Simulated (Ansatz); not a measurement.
**C2Cl4F2: basis-set convergence**

Aim: see how fast density functionals converge with the basis set for C2Cl4F2.

Computed with Ansatz 0.2.0, Gaussian basis. Level: one geometry, several basis sets.

The runs, in order: PBE0-D4/def2-SVP; ωB97M-V/def2-SVP; PBE0-D4/def2-QZVPP; ωB97M-V/def2-QZVPP; the functionals' def2-TZVPP values are taken from earlier runs.

## 1. The geometry

All runs share one geometry, relaxed beforehand with PBE0-D4/def2-TZVP.

SMILES `FC(F)(Cl)C(Cl)(Cl)Cl`, 8 atoms, charge 0, spin multiplicity 1.

Atoms are counted from 1 here; the program's logs count them from 0.

Bond lengths: F1–C2 1.330 Å, C2–F3 1.330 Å, C2–Cl4 1.758 Å, C2–C5 1.564 Å, C5–Cl6 1.764 Å, C5–Cl7 1.756 Å, C5–Cl8 1.756 Å. Angles: F1–C2–F3 108.1°, F1–C2–Cl4 109.2°, F1–C2–C5 109.1°, F3–C2–Cl4 109.2°, F3–C2–C5 109.1°, Cl4–C2–C5 112.1°, C2–C5–Cl6 107.6°, C2–C5–Cl7 109.4°, C2–C5–Cl8 109.4°, Cl6–C5–Cl7 109.9°, Cl6–C5–Cl8 109.9°, Cl7–C5–Cl8 110.7°.

## 2. PBE0-D4 in def2-SVP

The input, in.yaml:

```yaml
crystal:
  periodic: [false, false, false]
  atoms:
    - {symbol: F, position_ang: [1.729028, -0.364995, 0.187291]}
    - {symbol: C, position_ang: [0.624477, -0.082752, -0.498440]}
    - {symbol: F, position_ang: [0.833021, 1.046796, -1.169671]}
    - {symbol: Cl, position_ang: [0.305498, -1.381429, -1.638968]}
    - {symbol: C, position_ang: [-0.559346, 0.127457, 0.501945]}
    - {symbol: Cl, position_ang: [-0.114553, 1.448438, 1.582603]}
    - {symbol: Cl, position_ang: [-2.010304, 0.550583, -0.392939]}
    - {symbol: Cl, position_ang: [-0.807821, -1.344108, 1.428168]}
basis:
  gaussian: {orbitals: def2-SVP}
hamiltonian: {xc: pbe0, dispersion: d4}
output: {orbitals: {seedname: orbitals}}
```

On the command line:

```console
ansatz run in.yaml --threads 2 --pin off --events-out ev --progress --plain --max-ram 32768MiB --backend cpu
```

After this run come: ωB97M-V in def2-SVP; PBE0-D4 in def2-QZVPP; ωB97M-V in def2-QZVPP.

**Question.** What will the summary of the whole plan be? Wanted: PBE0-D4: double and triple zeta above quadruple; ωB97M-V: double and triple zeta above quadruple.

**Answer**, as computed:

```
                                       quantity           value
PBE0-D4: double and triple zeta above quadruple  28.07, 1.83 eV
ωB97M-V: double and triple zeta above quadruple  27.91, 1.73 eV
```

In words: PBE0-D4 gains 26.24 eV from double to triple zeta, then 1.83 eV more. Total energies overstate the basis error of differences, where much of it tends to cancel. The LUMO of ωB97M-V is positive and keeps falling with the basis (2.07 to 0.99 eV): an unbound level that the basis holds in place.
